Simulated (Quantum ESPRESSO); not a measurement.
# CuGe6: single point with PBE

The system is CuGe6.

```
Cu Ge
1.0
    -3.28037    3.28037    3.28037
     3.28037   -3.28037    3.28037
     3.28037    3.28037   -3.28037
Cu Ge
1 6
Direct
  0.00000 0.00000 0.00000
  0.00000 0.66742 0.66742
  0.00000 0.33258 0.33258
  0.66742 0.00000 0.66742
  0.33258 0.00000 0.33258
  0.66742 0.66742 0.00000
  0.33258 0.33258 0.00000
```

The cell was built by a generator and needn't be a form met in nature.

```
Program             : Quantum ESPRESSO 7.5
Task                : single point
Functional          : PBE
Potentials or basis : SSSP 1.3 efficiency PBE
Cutoff              : 748 eV
Density cutoff      : 5987 eV
k mesh              : 6 × 6 × 6
Occupations         : fermi-dirac, width 0.05 eV
Spin                : no spin polarisation
```

* Pressure: 18.1 GPa
* Largest force: 0.058 eV/Å
* Band gap on the k mesh: none (metal or under the smearing width)

Forces on the atoms (eV/Å):
```
Cu   0.000  0.000  0.000
Ge  -0.058  0.000  0.000
Ge   0.058  0.000  0.000
Ge   0.000 -0.058  0.000
Ge   0.000  0.058  0.000
Ge   0.000  0.000 -0.058
Ge   0.000  0.000  0.058
```

Levels at points of the mesh, in eV from the Fermi level:
| k point | band 43 | band 44 | band 45 | band 46 | band 47 | band 48 | band 49 | band 50 | band 51 | band 52 |
| --- | --- | --- | --- | --- | --- | --- | --- | --- | --- | --- |
| (0.00, 0.00, 0.00) | -2.95 | -2.95 | -2.95 | -1.28 | -1.28 | -1.28 | 0.99 | 0.99 | 0.99 | 2.28 |
| (0.00, 0.00, -0.50) | -3.51 | -2.89 | -2.21 | -0.75 | -0.49 | -0.40 | 0.24 | 1.00 | 1.54 | 2.11 |
| (-0.50, -0.50, -0.50) | -2.13 | -2.13 | -2.13 | 0.27 | 0.27 | 0.27 | 2.44 | 2.44 | 2.44 | 2.54 |

Wall time 78 s on 1 thread of AMD EPYC 9R45 96-Core Processor (Zen 5), with other jobs on the host, peak memory 0.67 GiB.

Caveat: so large a pressure means that the cell lies far from this level's equilibrium, or that cutoff or potentials fall short.
